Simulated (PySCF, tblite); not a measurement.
**C3H10B3NS: geometry, infrared bands and NMR shifts**

Wanted: the infrared bands and NMR shifts of C3H10B3NS (`CNB1CB(C)BS1`), by calculation.

Computed with tblite 0.8.0 and PySCF 2.14.0, with density-fitted response routines of our own, on a single molecule in the gas phase. Atoms are numbered from 0 throughout.

**1. The molecule as given**

18 atoms, charge 0, multiplicity 1; geometry from: force field or distance geometry start.

Bonds of the start (Å): C0–N1 1.47, N1–B2 1.52, B2–C3 1.61, C3–B4 1.60, B4–C5 1.59, B4–B6 1.64, B6–S7 1.88, S7–B2 1.88, C0–H8 1.12, C0–H9 1.10, C0–H10 1.11, N1–H11 1.03, C3–H12 1.10, C3–H13 1.10, C5–H14 1.12, C5–H15 1.12, C5–H16 1.10, B6–H17 1.18.

**2. Optimising the geometry with GFN2-xTB**

The job: settings as JSON, then the geometry in Å.

```
{"job": {"kind": "relax", "xc": "GFN2-xTB", "basis": "xTB"}, "charge": 0, "multiplicity": 1}
C      2.127400     0.522000     0.455000
N      2.134500    -0.253000    -0.790400
B      0.831700    -1.024500    -0.959000
C     -0.511000    -0.226400    -1.355700
B     -1.455300    -0.413000    -0.075200
C     -2.182800     0.848300     0.558000
B     -0.879400    -1.614500     0.888900
S      0.514100    -2.568900     0.066700
H      1.306000     1.276600     0.443700
H      3.079900     1.061900     0.566700
H      2.000300    -0.142400     1.337500
H      2.228200     0.405100    -1.580200
H     -0.982300    -0.706000    -2.225100
H     -0.302100     0.837700    -1.551200
H     -1.425600     1.516700     1.038500
H     -2.912300     0.516000     1.337400
H     -2.710700     1.417200    -0.227700
H     -0.869500    -1.446600     2.060400
```

Started as:

```
OMP_NUM_THREADS=1 python probes_run.py task.json out
```

One launch serves the whole session: the jobs run in the order shown.

**Question.** This job is followed by: GFN2-xTB harmonic vibrations, gas phase; GIAO PBE0/pcSseg-1 NMR shielding, non-relativistic, gas phase. What will the session give for the following? strongest single infrared mode (GFN2-xTB); zero-point energy (GFN2-xTB); ¹³C shifts against TMS (PBE0/pcSseg-1); ¹H shifts against TMS (PBE0/pcSseg-1, means over atoms taken as alike); ¹⁵N shifts against NH3 (PBE0/pcSseg-1); ¹¹B shifts against BF3·OEt2 (PBE0/pcSseg-1); ³³S shifts against CS2 (PBE0/pcSseg-1).

The runs gave:

| quantity | value |
| --- | --- |
| strongest single infrared mode (GFN2-xTB) | 2632 cm⁻¹, 159 km/mol |
| zero-point energy (GFN2-xTB) | 87.2 kcal/mol |
| ¹³C shifts against TMS (PBE0/pcSseg-1) | 41.4, 35.0, 14.0 ppm |
| ¹H shifts against TMS (PBE0/pcSseg-1, means over atoms taken as alike) | 8.72, 4.14, 3.23, 1.65, 1.17 ppm |
| ¹⁵N shifts against NH3 (PBE0/pcSseg-1) | 111.3 ppm |
| ¹¹B shifts against BF3·OEt2 (PBE0/pcSseg-1) | 93.2, 84.3, 40.4 ppm |
| ³³S shifts against CS2 (PBE0/pcSseg-1) | 192 ppm |

Relaxing lowered the energy by 1.871 eV in 136 steps; the close pair that moved most is N1–B2, from 1.523 to 1.380 Å. No mode is imaginary among the 48: a minimum at this level. The strongest single mode, at 2632 cm⁻¹, moves mainly H17. GFN2-xTB is a fitted tight-binding method: band positions and strengths are rough. Its intensities can rank the bands wrongly. At PBE0/pcSseg-1: The widest tensor belongs to S7: span 825 ppm, with a paramagnetic part of -750 ppm.
